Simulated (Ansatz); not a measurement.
## KMgH3, space group Pm-3m: relaxations under a series of pressures, step by step

Computed with the Python package of Ansatz (0.2.0).

Notebook, run cell by cell (the value of a cell's last expression is shown):

In [1]:
```python
import ansatz as az
import numpy as np
import pandas as pd

SETTINGS = {
    "xc": "r2scan",
    "k_length": 14,
    "filling": "Fixed",
    "tolerance": 1e-07,
}
```

In [2]:
```python
def edges_and_angles(cell):
    cell = np.asarray(cell)
    a, b, c = np.linalg.norm(cell, axis=1)
    cosines = cell[1] @ cell[2] / (b * c), cell[0] @ cell[2] / (a * c), cell[0] @ cell[1] / (a * b)
    return (a, b, c, *np.degrees(np.arccos(cosines)))
```

In [3]:
```python
structure = (
    az.Lattice.of((4.025, 0.0, 0.0), (0.0, 4.025, 0.0), (0.0, 0.0, 4.025))
    .atom("K", (0.0, 0.0, 0.0))
    .atom("Mg", (0.5, 0.5, 0.5))
    .atom("H", (0.0, 0.5, 0.5))
    .atom("H", (0.5, 0.0, 0.5))
    .atom("H", (0.5, 0.5, 0.0))
)

base = (
    structure.calculation()
    .functional(SETTINGS["xc"])
    .basis(41 * az.Ry)
    .kpoints(length=SETTINGS["k_length"])
    .occupations(SETTINGS["filling"])
    .scf(tolerance=SETTINGS["tolerance"])
)
```

In [4]:
```python
# H = F + PV, with 1 GPa A^3 = 1/160.21766 eV
rows = []
for pressure in [0, 5, 10, 20]:
    res = base.relax(cell=True, pressure=pressure, force_tolerance=0.02, max_steps=40).run(threads=1, pin="off")
    cell = res.lattice.cell_ang
    n_atoms = len(res.lattice.sites)
    volume = abs(np.linalg.det(cell)) / n_atoms
    enthalpy = res.report["free_energy_ev"] / n_atoms + pressure * volume / 160.21766
    rows.append((pressure, volume, enthalpy, *edges_and_angles(cell)))
    print(f"{pressure} GPa done: {volume:.4f} A^3/atom")
```
```text
DeckWarning: relax.cell: scf.convergence.dr2_threshold = 1e-7 eV (the SCF's general default) is looser than the 5e-10 eV advised for a relaxation that steers and ends on the stress (1e-10 eV for each atom of the cell: 5). What an SCF threshold leaves in a stress goes as its square root, and in the free energy as the threshold itself, and one threshold admits the most on a small cell: of the [...]
0 GPa done: 12.7166 A^3/atom
5 GPa done: 11.4012 A^3/atom
10 GPa done: 10.5318 A^3/atom
20 GPa done: 9.3691 A^3/atom
```

In [5]:
```python
table = pd.DataFrame(rows, columns=["P_GPa", "V_A3_atom", "H_eV_atom", "a", "b", "c", "alpha", "beta", "gamma"])
print(table.round(4).to_string(index=False))
p, v = np.array([row[0] for row in rows], float), np.array([row[1] for row in rows])
print("mean bulk modulus between rows (GPa):", np.round(-np.diff(p) / np.diff(np.log(v)), 1))
```
```text
 P_GPa  V_A3_atom  H_eV_atom      a      b      c  alpha  beta  gamma
     0    12.7166  -703.7048 3.9913 3.9913 3.9913   90.0  90.0   90.0
     5    11.4012  -703.3302 3.8486 3.8486 3.8486   90.0  90.0   90.0
    10    10.5318  -702.9889 3.7482 3.7482 3.7482   90.0  90.0   90.0
    20     9.3691  -702.3709 3.6049 3.6049 3.6049   90.0  90.0   90.0
mean bulk modulus between rows (GPa): [45.8 63.  85.5]
```

The volume falls from 12.72 Å³ an atom at 0 GPa to 9.37 at 20 GPa, by 26.3 %. Between 0 and 5 GPa, -V dP/dV is about 46 GPa, a mean over that step.

What to keep in mind:
- Absolute energies stand on the zero of these potentials, so only differences at equal settings mean something.
- At a fixed pressure a relaxation lowers the enthalpy F + PV, while F alone can rise.
- Energy and stress may still move on a finer k-point mesh.
- The starting cell is as deposited in a crystallographic database; the results hold for this polymorph, which needn't be the stable one.
- Warnings are shown shortened and without file and line.
- Symmetry holds the cell in this phase, whether or not it is the stable one at each pressure.
- Hardware and time: 30 s on 1 thread of Arm Neoverse V1 (shared host), peak memory 0.55 GiB.

(Lines on the test bed's own set-up are left out of the output.)
